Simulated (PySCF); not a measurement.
**C₇H₆O: electronic structure in real space**

Aim: take C₇H₆O and treat its π system by CASSCF and NEVPT2 and analyse its density (charges, bond critical points, surface potential).

The runs use PySCF 2.14.0; levels as typed in each script, gas phase, geometry from GFN2-xTB.

1 further run of the same task is left out (it didn't finish).

## (1) Starting geometry

SMILES `O=C1C=CC=CC=C1`, 14 atoms, charge 0, spin multiplicity 1.

Bond lengths: O1–C2 1.226 Å, C2–C3 1.461 Å, C2–C8 1.461 Å, C3–C4 1.351 Å, C3–H9 1.084 Å, C4–C5 1.421 Å, C4–H10 1.084 Å, C5–C6 1.357 Å, C5–H11 1.083 Å, C6–C7 1.421 Å, C6–H12 1.083 Å, C7–C8 1.351 Å, C7–H13 1.084 Å, C8–H14 1.084 Å. Angles: O1–C2–C3 119.3°, O1–C2–C8 119.3°, C3–C2–C8 121.4°, C2–C3–C4 131.4°, C2–C3–H9 111.3°, C4–C3–H9 117.3°, C3–C4–C5 129.6°, C3–C4–H10 116.2°, C5–C4–H10 114.2°, C4–C5–C6 128.2°, C4–C5–H11 114.9°, C6–C5–H11 116.9°, C5–C6–C7 128.2°, C5–C6–H12 116.9°, C7–C6–H12 114.9°, C6–C7–C8 129.6°, C6–C7–H13 114.2°, C8–C7–H13 116.2° and more.

As a file:

```
atom     x (Å)     y (Å)    z (Å)
  O1   2.54499  -0.00005  0.00000
  C2   1.31947   0.00001  0.00000
  C3   0.60503   1.27440  0.00000
  C4  -0.71555   1.55811  0.00000
  C5  -1.83180   0.67839  0.00000
  C6  -1.83187  -0.67826  0.00000
  C7  -0.71570  -1.55809  0.00000
  C8   0.60490  -1.27450  0.00000
  H9   1.29414   2.11167  0.00000
 H10  -0.97939   2.61000  0.00000
 H11  -2.79785   1.16803  0.00000
 H12  -2.79796  -1.16781  0.00000
 H13  -0.97964  -2.60995  0.00000
 H14   1.29394  -2.11184  0.00000
```

## (2) The π active space (def2-svp)

The input, input.py:

```python
import numpy as np
from pyscf import gto, scf, dft, mcscf, mrpt
from pyscf.mcscf import avas

def solve(mol, dm0=None, hcore=None):
    mf = scf.ROHF(mol) if mol.spin else scf.RHF(mol)
    mf = mf.density_fit(auxbasis='def2-universal-jkfit')
    mf.conv_tol, mf.max_cycle = 1e-8, 80
    if hcore is not None:
        mf.get_hcore = lambda *args: hcore
    mf.kernel(dm0)
    if not mf.converged:
        mf = mf.newton().run(mf.mo_coeff, mf.mo_occ, max_cycle=30)
    assert mf.converged, 'SCF not converged'
    return mf

mol = gto.M(atom='''
O      2.54499    -0.00005     0.00000
C      1.31947     0.00001     0.00000
C      0.60503     1.27440     0.00000
C     -0.71555     1.55811     0.00000
C     -1.83180     0.67839     0.00000
C     -1.83187    -0.67826     0.00000
C     -0.71570    -1.55809     0.00000
C      0.60490    -1.27450     0.00000
H      1.29414     2.11167     0.00000
H     -0.97939     2.61000     0.00000
H     -2.79785     1.16803     0.00000
H     -2.79796    -1.16781     0.00000
H     -0.97964    -2.60995     0.00000
H      1.29394    -2.11184     0.00000
''', basis='def2-svp', charge=0, spin=0, verbose=4)
mf = solve(mol)
ncas, nel, orbs = avas.avas(mf, ['C 2pz', 'O 2pz'], threshold=0.5, openshell_option=3)
print('active space', nel, ncas)
assert 2 <= ncas <= 10, 'active space too large or empty'
mc = mcscf.CASSCF(mf, ncas, nel)
mc.natorb, mc.max_cycle_macro = True, 60
mc.fix_spin_(ss=mol.spin / 2 * (mol.spin / 2 + 1))
mc.kernel(orbs)
occ = mc.mo_occ[mc.ncore:mc.ncore + ncas]
print('natural occupations', occ.round(4))
e2 = mrpt.NEVPT(mc).kernel()
out = dict(c=mc.mo_coeff[:, mc.ncore:mc.ncore + ncas], occ=occ, e=mc.e_tot, e2=e2, ehf=mf.e_tot, ok=mc.converged, nel=nel, w0=abs(mc.ci).max() ** 2, dm=mc.make_rdm1())
# the other spin state at the same geometry
other = mol.copy().set(spin=2).build()
mo = scf.ROHF(other).density_fit(auxbasis='def2-universal-jkfit').run()
na = (nel + other.spin) // 2
m2 = mcscf.CASSCF(mo, ncas, (na, nel - na))
m2.natorb = True
m2.fix_spin_(ss=other.spin / 2 * (other.spin / 2 + 1))
m2.kernel(mc.mo_coeff)
e2o = mrpt.NEVPT(m2).kernel()
print('other state above this one / eV: CASSCF', (m2.e_tot - mc.e_tot) * 27.211386, 'NEVPT2', (m2.e_tot + e2o - mc.e_tot - e2) * 27.211386)
np.savez('result.npz', eo=m2.e_tot, e2o=e2o, oko=m2.converged, occo=m2.mo_occ[mc.ncore:mc.ncore + ncas], co=m2.mo_coeff[:, mc.ncore:mc.ncore + ncas], **out)
```

Started as:

```bash
$ OMP_NUM_THREADS=1 python input.py
```

## (4) Density, bond paths and surface potential (B3LYP/def2-svpd)

The input, input.py:

```python
import numpy as np
from pyscf import gto, scf, dft
from pyscf.scf import atom_ks, atom_hf
from scipy.linalg import block_diag

def solve(mol, dm0=None, hcore=None):
    mf = (dft.UKS if mol.spin else dft.RKS)(mol, xc='b3lyp')
    mf.grids.level = 3
    mf = mf.density_fit(auxbasis='def2-universal-jkfit')
    mf.conv_tol, mf.max_cycle = 1e-8, 80
    if hcore is not None:
        mf.get_hcore = lambda *args: hcore
    mf.kernel(dm0)
    if not mf.converged:
        mf = mf.newton().run(mf.mo_coeff, mf.mo_occ, max_cycle=30)
    assert mf.converged, 'SCF not converged'
    return mf

mol = gto.M(atom='''
O      2.54499    -0.00005     0.00000
C      1.31947     0.00001     0.00000
C      0.60503     1.27440     0.00000
C     -0.71555     1.55811     0.00000
C     -1.83180     0.67839     0.00000
C     -1.83187    -0.67826     0.00000
C     -0.71570    -1.55809     0.00000
C      0.60490    -1.27450     0.00000
H      1.29414     2.11167     0.00000
H     -0.97939     2.61000     0.00000
H     -2.79785     1.16803     0.00000
H     -2.79796    -1.16781     0.00000
H     -0.97964    -2.60995     0.00000
H      1.29394    -2.11184     0.00000
''', basis='def2-svpd', charge=0, spin=0, verbose=4)
mf = solve(mol)
mf.analyze()
# spherically averaged free atoms, for the promolecule
atm = atom_ks.get_atm_nrks(mol, xc='b3lyp')
pro = block_diag(*[(atm[a[0]][2] * atm[a[0]][3]) @ atm[a[0]][2].T for a in mol._atom])
np.savez('result.npz', e=mf.e_tot, c=mf.mo_coeff, occ=mf.mo_occ, eps=mf.mo_energy, pro=pro, dip=mf.dip_moment(verbose=0), s2=mf.spin_square()[0])
```

(Steps that only read results are left out.)

What does the calculation give? Wanted: triplet less singlet, CASSCF and NEVPT2; weight of the leading determinant; dipole moment; HOMO, LUMO.

The runs gave:

| quantity | value |
| --- | --- |
| triplet less singlet, CASSCF and NEVPT2 (def2-svp) | +2.44 and +2.55 eV |
| weight of the leading determinant | 0.83 |
| dipole moment (B3LYP/def2-svpd) | 4.76 D |
| HOMO, LUMO (B3LYP/def2-svpd) | -6.81, -2.63 eV |

In words: At B3LYP/def2-svpd: The highest Hirshfeld charge is on C2 (+0.12 e), the lowest on O1 (−0.31 e). The geometry was not optimised at these levels.
